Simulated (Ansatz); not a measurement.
# TeRh: the cost of one run

Program: Ansatz 0.2.0 through its Python package. Level of theory: DFT mr2scan, plane waves, PAW. These are calculated values, not measurements.

### 1 The system

The structure is hexagonal, space group P6_3/mmc (No. 194). Conventional cell: a = 3.990 Å, b = 3.990 Å, c = 5.660 Å, α = 90.00°, β = 90.00°, γ = 120.00°. Around Te (site symmetry -6m2) lie 6 Rh at 2.70 Å. Rh (site symmetry -3m) is surrounded by 6 Te at 2.70 Å and 2 Rh at 2.83 Å.

Input file terh.xyz:

```xyz
4
Lattice="3.99 0.0 0.0 -1.995 3.45544136 0.0 0.0 0.0 5.66" Properties=species:S:1:pos:R:3 pbc="T T T"
Te   -0.00000000    2.30362757    1.41500000
Te    1.99500000    1.15181379    4.24500000
Rh    0.00000000    0.00000000    0.00000000
Rh    0.00000000    0.00000000    2.83000000
```

### 2 The script

Input file pdos_terh.py:

```python
# -*- coding: utf-8 -*-
'''Which atoms and shells make the states of TeRh.'''

import sys

import ansatz as az
import matplotlib.pyplot as plt
import numpy as np

crystal = az.Crystal.from_extxyz('terh.xyz')

calculation = (
    crystal.calculation()
    .scf(tolerance=1e-08, extra_bands=12)
    .occupations('Fermi-Dirac', width=0.01)
    .kpoints(5, 5, 3, shift=0.5)
    .functional('mr2scan')
    .density_of_states(projected=True, method='smearing', broadening_width=0.15, energy_step=0.1)
)
try:
    outcome = calculation.run(threads=1, pin='off')
except az.NonConvergedError as error:
    sys.exit(f'no convergence: {error}')
except az.RefusalError as error:
    sys.exit(f'input refused: {error}')
r = outcome.report

dos = outcome.density_of_states()
energy = np.asarray(dos.energies_ev) - dos.fermi_ev
curves = {}
for site in outcome.projected_density_of_states().sites:
    for shell in site.shells:
        weight = sum(np.sum(curve.g_bin_mean_per_ev, axis=0) for curve in shell.curves)
        name = f'{site.species} {shell.label}'
        curves[name] = curves.get(name, 0) + weight

window = (energy > -8) & (energy < 4)
fig, ax = plt.subplots(figsize=(5.5, 3.5))
for name, g in curves.items():
    if g[window].max() > 0.05:
        ax.plot(energy[window], g[window], label=name, lw=1)
        print(f'{name:8s} peak {g[window].max():7.3f} states/eV at {energy[window][g[window].argmax()]:6.2f} eV')
ax.set(xlabel='E - E_F (eV)', ylabel='states/eV')
ax.legend(fontsize=7)
fig.tight_layout()
fig.savefig('pdos.png', dpi=100)
```

### 3 What the engine is handed

The engine receives this input:

```yaml
crystal:
  lattice:
    - [3.99, 0.0, 0.0]
    - [-1.995, 3.45544136, 0.0]
    - [0.0, 0.0, 5.66]
  atoms:
    - { symbol: Te, position: [0.3333333328510023, 0.6666666657020046, 0.25] }
    - { symbol: Te, position: [0.6666666671489977, 0.33333333429799544, 0.75] }
    - { symbol: Rh, position: [0.0, 0.0, 0.0] }
    - { symbol: Rh, position: [0.0, 0.0, 0.5] }
kpoints:
  mp_grid:
    grid: [5, 5, 3]
    shift: [0.5, 0.5, 0.5]
hamiltonian:
  xc: mr2scan
scf:
  n_extra_bands: 12
  convergence:
    dr2_threshold: 1.0e-08
  occupations:
    method: fermi_dirac
    width: 0.01
output:
  dos:
    de: 0.1
    method:
      smearing:
        sigma: 0.15
    projected: true
```

### 4 The run

On the command line:

```console
python pdos_terh.py
```

Q: Estimate wall time and peak memory on 1 thread of Arm Neoverse V1, shared host.

About 12 s, with a peak of 0.59 GiB.
